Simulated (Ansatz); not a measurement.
# GaPH₆: a ladder of functionals and wavefunction methods

One table from this session's results is given with a row withheld; the runs are named, their logs left out.

Computed with Ansatz 0.2.0, Gaussian basis. Level: functionals in def2-TZVPP, the program's frozen cores in correlated methods.

Levels to be run: LDA (SPW92), PBE-D4, revPBE-D4, BLYP-D4, r2SCAN-D4, B97M-V, PBE0-D4, B3LYP-D4, r2SCANh-D4, r2SCAN0-D4, HSE06-D4, BHLYP-D4, CAM-B3LYP-D4, LC-ωPBE, ωB97X-V, ωB97M-V, B2PLYP, PBE-QIDH; CCSD(T)/def2-SVP; CCSD(T)/def2-TZVPP; MP2/def2-QZVPP; extrapolation to the limit; RPA on PBE.

## Structure used throughout

An earlier PBE0-D4 in a triple-zeta def2 set relaxation fixed the geometry.

SMILES `[PH3+][GaH3-]`, 8 atoms, charge 0, spin multiplicity 1.

Atoms are counted from 1 here; the program's logs count them from 0.

Bond lengths: P1–Ga2 2.522 Å, P1–H3 1.410 Å, P1–H4 1.410 Å, P1–H5 1.410 Å, Ga2–H6 1.576 Å, Ga2–H7 1.576 Å, Ga2–H8 1.576 Å. Angles: Ga2–P1–H3 119.2°, Ga2–P1–H4 119.3°, Ga2–P1–H5 119.2°, H3–P1–H4 98.2°, H3–P1–H5 98.2°, H4–P1–H5 98.2°, P1–Ga2–H6 96.7°, P1–Ga2–H7 96.7°, P1–Ga2–H8 96.7°, H6–Ga2–H7 118.6°, H6–Ga2–H8 118.6°, H7–Ga2–H8 118.7°.

The first run:

in.yaml

```yaml
crystal:
  periodic: [false, false, false]
  atoms:
    - {symbol: P, position_ang: [-0.528444, 0.017135, -0.932988]}
    - {symbol: Ga, position_ang: [0.741872, -0.040543, 1.244991]}
    - {symbol: H, position_ang: [-1.936268, 0.093633, -0.905588]}
    - {symbol: H, position_ang: [-0.402513, -1.061152, -1.833007]}
    - {symbol: H, position_ang: [-0.286974, 1.067841, -1.842004]}
    - {symbol: H, position_ang: [0.233514, 1.347521, 1.792522]}
    - {symbol: H, position_ang: [2.184444, -0.121545, 0.614716]}
    - {symbol: H, position_ang: [0.086568, -1.359991, 1.805659]}
basis:
  gaussian: {orbitals: def2-TZVPP}
hamiltonian: {xc: lda}
output: {orbitals: {seedname: orbitals}}
```

Steps of the session up to this table: LDA; PBE-D4 (GGA); revPBE-D4 (GGA); BLYP-D4 (GGA); r2SCAN-D4 (meta-GGA); B97M-V (meta-GGA); PBE0-D4 (hybrid); B3LYP-D4 (hybrid); r2SCANh-D4 (hybrid); r2SCAN0-D4 (hybrid); HSE06-D4 (hybrid); BHLYP-D4 (hybrid); CAM-B3LYP-D4 (range-separated); LC-ωPBE-D4 (range-separated; the results give it without D4); ωB97X-V (range-separated); ωB97M-V (range-separated); B2PLYP (double hybrid); PBE-QIDH (double hybrid).

One of the session's tables, all rows but one given; the rest of the session is left out.

It belongs to the step «Orbital energies across the functionals». 

| functional | HOMO (eV) | gap (eV) |
| --- | --- | --- |
| LDA (SPW92) | -6.72 | 5.61 |
| PBE-D4 | ? | ? |
| revPBE-D4 | -6.63 | 5.69 |
| BLYP-D4 | -6.57 | 5.70 |
| r2SCAN-D4 | -6.96 | 6.25 |
| B97M-V | -7.06 | 6.14 |
| PBE0-D4 | -7.87 | 7.79 |
| B3LYP-D4 | -7.69 | 7.36 |
| r2SCANh-D4 | -7.41 | 7.02 |
| r2SCAN0-D4 | -8.08 | 8.17 |
| HSE06-D4 | -7.47 | 7.01 |
| BHLYP-D4 | -9.03 | 9.68 |
| CAM-B3LYP-D4 | -9.26 | 10.04 |
| LC-ωPBE | -10.62 | 12.60 |
| ωB97X-V | -10.28 | 12.11 |
| ωB97M-V | -10.12 | 11.60 |

**Question.** Estimate the row for PBE-D4.

As computed: HOMO (eV): -6.66; gap (eV): 5.67. In the column «HOMO (eV)» it lies between LDA (SPW92) (-6.72) and revPBE-D4 (-6.63).
